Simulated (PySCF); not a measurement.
# C₄H₈BrNSi: electronic excitations

What electronic excitations should C₄H₈BrNSi (`C=C[Si@H](N)C(=C)Br`) show?

Computed with PySCF 2.14.0, with density-fitted response routines of our own, on a single molecule in the gas phase. Atoms are numbered from 0 throughout.

### Step 1. The starting structure

15 atoms, charge 0, multiplicity 1; geometry from: GFN2-xTB.

Bonds of the start (Å): C0–C1 1.32, C1–Si2 1.88, Si2–N3 1.72, Si2–C4 1.90, C4–C5 1.32, C4–Br6 1.92, C0–H7 1.08, C0–H8 1.08, C1–H9 1.08, Si2–H10 1.47, N3–H11 1.01, N3–H12 1.01, C5–H13 1.08, C5–H14 1.08.

### Step 2. TDDFT and polarisability: PBE0/def2-SVPD

Job settings and geometry (Å):

```
{"job": {"kind": "uv", "xc": "PBE0", "basis": "def2-SVPD", "nstates": 8, "ntriplets": 3}, "charge": 0, "multiplicity": 1}
C     -2.114627     0.152275    -1.468384
C     -0.845784     0.363381    -1.162999
Si    -0.179605     0.449261     0.590840
N      0.743679     1.894857     0.717504
C      1.098281    -0.929245     0.852377
C      1.326908    -1.978256     0.085373
Br     2.133737    -0.732693     2.463073
H     -2.862987     0.004610    -0.706287
H     -2.471762     0.115562    -2.486770
H     -0.138639     0.510229    -1.970126
H     -1.248213     0.233783     1.581445
H      1.421647     1.980123     1.458999
H      0.310874     2.785307     0.535889
H      2.067893    -2.731125     0.304958
H      0.754185    -2.110081    -0.817805
```

Level: TDDFT PBE0/def2-SVPD, vertical, gas phase, core orbitals frozen in the response.

The run is started by

```sh
> OMP_NUM_THREADS=1 python probes_run.py task.json out
```

This one command runs all jobs of the session in turn.

What will the session give for the following? lowest singlet (PBE0/def2-SVPD); brightest single state of those computed; lowest triplet. Wanted: lowest singlet; brightest single state of those computed; lowest triplet.

The runs gave:

| quantity | value |
| --- | --- |
| lowest singlet (PBE0/def2-SVPD) | 5.46 eV (227 nm), f = 0.002 |
| brightest single state of those computed | state 5, 6.12 eV, f = 0.064 |
| lowest triplet | 4.06 eV |

The first singlet state (HOMO→LUMO 0.74, HOMO→LUMO+2 0.17) lies at 5.46 eV and is weak; of the 8 states computed, the strongest absorption comes from state 5 at 6.12 eV. The lowest triplet lies 1.40 eV below the lowest singlet (triplets in Tamm-Dancoff, singlets in full TDDFT).
